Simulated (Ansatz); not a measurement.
**ZrNH+ (doublet): from Hartree-Fock to the top rungs, def2-QZVPP**

The task here is to estimate one member of a computed series from the others.

Program: Ansatz 0.2.0, Gaussian basis. Level of theory: def2-QZVPP, core rule «outside noble gas», up to 5 orbitals frozen. These are calculated values, not measurements.

The runs, in order: UHF; ROHF; CCSD(T) on UHF.

2 further runs of the same task are left out: 2 set aside as unsound or not needed.

### The system

The geometry is a PBE0/def2-TZVP stationary point (not a proven minimum) of the parent state, kept for this charge and spin. No spin-orbit coupling is included. Elements past krypton take def2 core potentials.

3 atoms, charge 1, spin multiplicity 2.

Atoms are counted from 1 here; the program's logs count them from 0.

Bond lengths: Zr1–N2 1.758 Å, N2–H3 1.012 Å. Angles: Zr1–N2–H3 180.0°.

As a file:

```xyz
3

Zr    0.0000    0.0000   -1.5094
N     0.0000    0.0000    0.2489
H     0.0000    0.0000    1.2605
```

Set-up of the first run:

The input, in.yaml:

```yaml
crystal:
  periodic: [false, false, false]
  atoms:
    - {symbol: Zr, position_ang: [0.000000, 0.000000, -1.509417]}
    - {symbol: N, position_ang: [0.000000, 0.000000, 0.248939]}
    - {symbol: H, position_ang: [0.000000, 0.000000, 1.260478]}
basis:
  gaussian: {orbitals: "def2-QZVPP.json"}
total_charge: 1
magnetization: {spin_polarized: true, initial_magnetization: 1}
hamiltonian: {xc: hf}
output: {orbitals: {seedname: orbitals}}
```

The run is started by

```
> ansatz run in.yaml --threads 1 --pin off --events-out ev --progress --plain --max-ram 3968MiB --backend cpu
```

Among the steps run: UHF; ROHF; CCSD(T) on UHF.

One of the session's tables, all rows but one given; the rest of the session is left out.

It belongs to the step «Misses and costs». 

```
  method  from UCCSD(T) (meV)
    ROHF                    ?
     UHF              +8687.9
    UMP2               +391.5
   UCCSD               +542.2
UCCSD(T)                    0
```

Estimate the missing values for ROHF.

As computed: from UCCSD(T) (meV): +8814.8. In the column «from UCCSD(T) (meV)» it is the highest.
